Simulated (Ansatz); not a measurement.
# C₉H₁₇N₂Y: a ladder of functionals and wavefunction methods

An exercise on one series of results from a longer session: the logs are not shown, and one member is left open.

Program: Ansatz 0.2.0, Gaussian basis. Level of theory: functionals in def2-TZVPP, the program's frozen cores in correlated methods. These are calculated values, not measurements.

Plan: LDA (SPW92), PBE-D4, revPBE-D4, BLYP-D4, r2SCAN-D4, B97M-V, PBE0-D4, B3LYP-D4, r2SCANh-D4, r2SCAN0-D4, HSE06-D4, BHLYP-D4, CAM-B3LYP-D4, LC-ωPBE, ωB97X-V, ωB97M-V, B2PLYP, PBE-QIDH; CCSD(T)/def2-SVP; CCSD(T)/def2-TZVPP; MP2/def2-QZVPP; extrapolation to the limit; RPA on PBE.

### The relaxed structure

An earlier PBE0-D4 in a triple-zeta def2 set relaxation fixed the geometry. Y takes the def2 core potential; no spin-orbit term is included.

SMILES `C[N](C)[Y]1234([N](C)C)[C@H]5[C@@H]1[C@@H]2[C@@H]3[C@H]54`, 29 atoms, charge 0, spin multiplicity 1.

Atoms are counted from 1 here; the program's logs count them from 0.

Bond lengths: C1–N2 1.440 Å, C1–H13 1.095 Å, C1–H14 1.103 Å, C1–H15 1.104 Å, N2–C3 1.441 Å, N2–Y4 2.171 Å, C3–H16 1.103 Å, C3–H17 1.096 Å, C3–H18 1.103 Å, Y4–N5 2.144 Å, Y4–C8 2.644 Å, Y4–C9 2.662 Å, Y4–C10 2.678 Å, Y4–C11 2.644 Å, Y4–C12 2.626 Å, N5–C6 1.442 Å, N5–C7 1.435 Å, C6–H19 1.103 Å and more. Angles: N2–C1–H13 111.4°, N2–C1–H14 112.0°, N2–C1–H15 112.4°, H13–C1–H14 107.0°, H13–C1–H15 107.3°, H14–C1–H15 106.4°, C1–N2–C3 110.0°, C1–N2–Y4 127.7°, C3–N2–Y4 122.2°, N2–C3–H16 112.4°, N2–C3–H17 111.4°, N2–C3–H18 112.3°, H16–C3–H17 107.0°, H16–C3–H18 106.5°, H17–C3–H18 107.0°, N2–Y4–N5 114.8°, N2–Y4–C8 103.7°, N2–Y4–C9 131.0° and more.

The first run:

in.yaml reads:

```yaml
crystal:
  periodic: [false, false, false]
  atoms:
    - {symbol: C, position_ang: [-2.986281, 0.318093, -0.520476]}
    - {symbol: N, position_ang: [-1.941362, -0.649038, -0.306160]}
    - {symbol: C, position_ang: [-2.428193, -1.974176, -0.596041]}
    - {symbol: Y, position_ang: [0.127396, -0.270256, 0.233099]}
    - {symbol: N, position_ang: [0.558004, 1.757565, 0.780382]}
    - {symbol: C, position_ang: [-0.568907, 2.340014, 1.465867]}
    - {symbol: C, position_ang: [1.638004, 2.695491, 0.668415]}
    - {symbol: C, position_ang: [1.353600, -2.535342, -0.362388]}
    - {symbol: C, position_ang: [2.162194, -1.939697, 0.632472]}
    - {symbol: C, position_ang: [2.751740, -0.782670, 0.081912]}
    - {symbol: C, position_ang: [2.289728, -0.647652, -1.241133]}
    - {symbol: C, position_ang: [1.425544, -1.733824, -1.518806]}
    - {symbol: H, position_ang: [-2.627849, 1.338114, -0.350068]}
    - {symbol: H, position_ang: [-3.376567, 0.281970, -1.551574]}
    - {symbol: H, position_ang: [-3.851421, 0.158406, 0.145844]}
    - {symbol: H, position_ang: [-3.265312, -2.266759, 0.060513]}
    - {symbol: H, position_ang: [-1.641282, -2.725771, -0.465611]}
    - {symbol: H, position_ang: [-2.795682, -2.067975, -1.632113]}
    - {symbol: H, position_ang: [-0.998036, 3.206613, 0.934922]}
    - {symbol: H, position_ang: [-0.312723, 2.682238, 2.482413]}
    - {symbol: H, position_ang: [-1.389944, 1.612842, 1.581602]}
    - {symbol: H, position_ang: [1.995323, 3.040723, 1.653340]}
    - {symbol: H, position_ang: [2.487356, 2.247093, 0.147747]}
    - {symbol: H, position_ang: [1.347252, 3.599759, 0.107832]}
    - {symbol: H, position_ang: [0.792418, -3.454147, -0.259877]}
    - {symbol: H, position_ang: [2.339622, -2.331549, 1.625482]}
    - {symbol: H, position_ang: [3.425589, -0.109987, 0.592726]}
    - {symbol: H, position_ang: [2.563576, 0.137676, -1.932387]}
    - {symbol: H, position_ang: [0.926222, -1.927763, -2.457921]}
basis:
  gaussian: {orbitals: def2-TZVPP}
hamiltonian: {xc: lda}
output: {orbitals: {seedname: orbitals}}
```

Run with:

```bash
$ ansatz run in.yaml --threads 11 --pin off --events-out ev --progress --plain --max-ram 174080MiB --backend cuda --devices 0, --max-vram 75GiB
```

Steps of the session up to this table: LDA; PBE-D4 (GGA); revPBE-D4 (GGA); BLYP-D4 (GGA); r2SCAN-D4 (meta-GGA); B97M-V (meta-GGA); B3LYP-D4 (hybrid); r2SCANh-D4 (hybrid); r2SCAN0-D4 (hybrid); HSE06-D4 (hybrid); BHLYP-D4 (hybrid); CAM-B3LYP-D4 (range-separated); LC-ωPBE (range-separated); ωB97X-V (range-separated); ωB97M-V (range-separated); B2PLYP (double hybrid); PBE-QIDH (double hybrid).

One table of the session follows, with a row left open; its other results are not shown here.

It belongs to the step «Orbital energies across the functionals». 

| functional | HOMO (eV) | LUMO (eV) | gap (eV) |
| --- | --- | --- | --- |
| LDA (SPW92) | -4.48 | -2.18 | 2.29 |
| PBE-D4 | -4.33 | -1.95 | 2.38 |
| revPBE-D4 | -4.26 | -1.81 | 2.45 |
| BLYP-D4 | -4.23 | -1.92 | 2.31 |
| r2SCAN-D4 | -4.50 | -1.63 | 2.87 |
| B97M-V | -4.63 | -1.93 | 2.69 |
| PBE0-D4 | ? | ? | ? |
| B3LYP-D4 | -5.30 | -1.49 | 3.81 |
| r2SCANh-D4 | -4.94 | -1.38 | 3.56 |
| r2SCAN0-D4 | -5.61 | -1.02 | 4.59 |
| HSE06-D4 | -5.07 | -1.55 | 3.52 |
| BHLYP-D4 | -6.59 | -0.61 | 5.99 |
| CAM-B3LYP-D4 | -6.81 | -0.46 | 6.36 |
| LC-ωPBE | -8.08 | 0.67 | 8.75 |
| ωB97X-V | -7.79 | 0.44 | 8.23 |
| ωB97M-V | -7.73 | -0.01 | 7.72 |

Q: Estimate the row for PBE0-D4 from the others.

The run gave: HOMO (eV): -5.47; LUMO (eV): -1.19; gap (eV): 4.28. In the column «HOMO (eV)» it lies between r2SCAN0-D4 (-5.61) and B3LYP-D4 (-5.30).
